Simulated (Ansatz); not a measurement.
# BF2H2N: vertical ionisation energy

An exercise on one series of results from a longer session: the logs are not shown, and one member is left open.

Method: unrestricted cation, the program's frozen cores in correlated methods; program: Ansatz 0.2.0, Gaussian basis.

Levels to be run: UKS PBE-D4/def2-TZVPP; UKS r2SCAN-D4/def2-TZVPP; UKS PBE0-D4/def2-TZVPP; UKS B3LYP-D4/def2-TZVPP; UKS wB97X-V/def2-TZVPP; UKS wB97M-V/def2-TZVPP; UKS B2PLYP/def2-TZVPP; UHF-CCSD(T)/def2-TZVPP; UHF-MP2/def2-QZVPP; extrapolation to the limit; then −ε(HOMO) from the neutral's earlier runs with LDA (SPW92), PBE-D4, revPBE-D4, BLYP-D4, r2SCAN-D4, B97M-V, PBE0-D4, B3LYP-D4, r2SCANh-D4, r2SCAN0-D4, HSE06-D4, BHLYP-D4, CAM-B3LYP-D4, LC-ωPBE, ωB97X-V, ωB97M-V.

## The relaxed structure

An earlier PBE0-D4 in a triple-zeta def2 set relaxation fixed the geometry.

SMILES `NB(F)F`, 6 atoms, charge 0, spin multiplicity 1.

Atoms are counted from 1 here; the program's logs count them from 0.

Bond lengths: N1–B2 1.392 Å, N1–H5 1.003 Å, N1–H6 1.003 Å, B2–F3 1.330 Å, B2–F4 1.330 Å. Angles: B2–N1–H5 122.4°, B2–N1–H6 122.4°, H5–N1–H6 115.2°, N1–B2–F3 121.2°, N1–B2–F4 121.2°, F3–B2–F4 117.6°.

The first run:

in.yaml

```yaml
crystal:
  periodic: [false, false, false]
  atoms:
    - {symbol: N, position_ang: [-0.210679, 0.687583, -0.156839]}
    - {symbol: B, position_ang: [0.195307, -0.614682, 0.121238]}
    - {symbol: F, position_ang: [-0.667372, -1.526102, 0.560333]}
    - {symbol: F, position_ang: [1.459676, -0.991767, -0.042723]}
    - {symbol: H, position_ang: [0.424955, 1.389545, -0.488703]}
    - {symbol: H, position_ang: [-1.159787, 0.991423, -0.039406]}
basis:
  gaussian: {orbitals: def2-TZVPP}
total_charge: 1
magnetization: {spin_polarized: true, initial_magnetization: 1}
hamiltonian: {xc: pbe, dispersion: d4}
```

Among the steps run: Cation, UKS PBE-D4/def2-TZVPP; Cation, UKS r2SCAN-D4/def2-TZVPP; Cation, UKS PBE0-D4/def2-TZVPP; Cation, UKS B3LYP-D4/def2-TZVPP; Cation, UKS wB97X-V/def2-TZVPP; Cation, UKS wB97M-V/def2-TZVPP; Cation, UKS B2PLYP (frozen core)/def2-TZVPP; Cation, UHF-CCSD(T)/def2-TZVPP; Cation, UHF-MP2/def2-QZVPP.

One table of the session follows, with a row left open; its other results are not shown here.

It belongs to the step «Ionisation energies side by side». Orbital estimates, from the neutral's runs:

```
  functional  −ε(HOMO) (eV)
 LDA (SPW92)           7.32
      PBE-D4           7.11
   revPBE-D4           7.04
     BLYP-D4           7.00
   r2SCAN-D4           7.45
      B97M-V           7.51
     PBE0-D4              ?
    B3LYP-D4           8.40
  r2SCANh-D4           8.02
  r2SCAN0-D4           8.89
    HSE06-D4           8.24
    BHLYP-D4          10.10
CAM-B3LYP-D4          10.15
     LC-ωPBE          11.59
     ωB97X-V          11.17
     ωB97M-V          11.06
```

Estimate the missing values for PBE0-D4.

The run gave: −ε(HOMO) (eV): 8.65. In the column «−ε(HOMO) (eV)» it lies between B3LYP-D4 (8.40) and r2SCAN0-D4 (8.89).
